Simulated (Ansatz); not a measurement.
# FeO: the cost of one run

Program: Ansatz 0.2.0. Level of theory: DFT PBE, scalar-relativistic, plane waves, PAW. These are calculated values, not measurements.

1 further run of the same task is left out (set aside as unsound or not needed).

## Step 1: The system as given

Symmetry: Fm-3m, No. 225, cubic system. Conventional cell: a = 4.309 Å, b = 4.309 Å, c = 4.309 Å, α = 90.00°, β = 90.00°, γ = 90.00°. Around Fe (site symmetry m-3m) lie 6 O at 2.15 Å. O (site symmetry m-3m) is surrounded by 6 Fe at 2.15 Å.

As a file:

```cif
data_structure
_symmetry_space_group_name_H-M 'P 1'
_symmetry_Int_Tables_number 1
_cell_length_a 3.0469
_cell_length_b 3.0469
_cell_length_c 3.0469
_cell_angle_alpha 59.990
_cell_angle_beta 59.990
_cell_angle_gamma 59.990
_cell_volume 20.00
loop_
_atom_site_label
_atom_site_type_symbol
_atom_site_fract_x
_atom_site_fract_y
_atom_site_fract_z
_atom_site_occupancy
Fe1 Fe 0.00000 0.00000 0.00000 1
O1 O 0.50000 0.50000 0.50000 1
```

It is the result of an earlier relaxation at this level (volume 10.00 Å³/atom; gap on the mesh: none (metal), site moments up to 3.4 μB).

## Step 2: Static run: bands, density of states and charges

input.yaml reads:

```yaml
crystal:
  lattice:
    - [1.5232353864, 0.8794403604, 2.4880041567]
    - [-1.5232353864, 0.8794403604, 2.4880041567]
    - [0.0, -1.7588807207, 2.4880041567]
  atoms:
    - { symbol: Fe, position: [0.0, 0.0, 0.0], spin: 3.79 }
    - { symbol: O, position: [0.5, 0.5, 0.5], spin: 0.35 }
basis:
  ecutwfc: 420
kpoints:
  mp_grid: { grid: [18, 18, 18] }
  band_path:
    path:
      - [[0.0, 0.0, 0.0], [0.49999999, 0.50007652, 7.653e-05], [0.62501913, 0.62511479, 0.25009566]]
      - [[0.7500574, 0.3751722, 0.3751148], [0.0, 0.0, 0.0], [0.50003827, 0.5001148, 0.50007653], [0.75003826, 0.50015306, 0.2501148], [0.49999999, 0.50007652, 7.653e-05]]
    npoints: 14
hamiltonian:
  xc: pbe
scf:
  occupations: { method: gaussian, width: 0.1 }
  n_extra_bands: 6
output:
  forces: true
  stress: true
  eigenvalues: true
  populations: true
  dos: { projected: true, de: 0.02, nscf_kmesh: { grid: [27, 27, 27] } }
  bader: true
  write_density: true
  write_potential: true
  elf: true
  volumetric_format: npy
magnetization:
  spin_polarized: true
checkpoint:
  read: start.run
  write: ck
  compress: false
  write_wavefunctions: false
  write_every: 100000
```

Run with:

```console
$ ansatz run input.yaml --threads 1 --pin off --max-ram 2560MiB --backend cpu --events-out ev --progress --plain --runs-dir out
```

Q: Estimate wall time and peak memory on 1 thread of Intel Xeon Platinum 8175M at 2.50GHz (Skylake/Cascade Lake), shared host.

About 85 s, with a peak of 0.83 GiB.
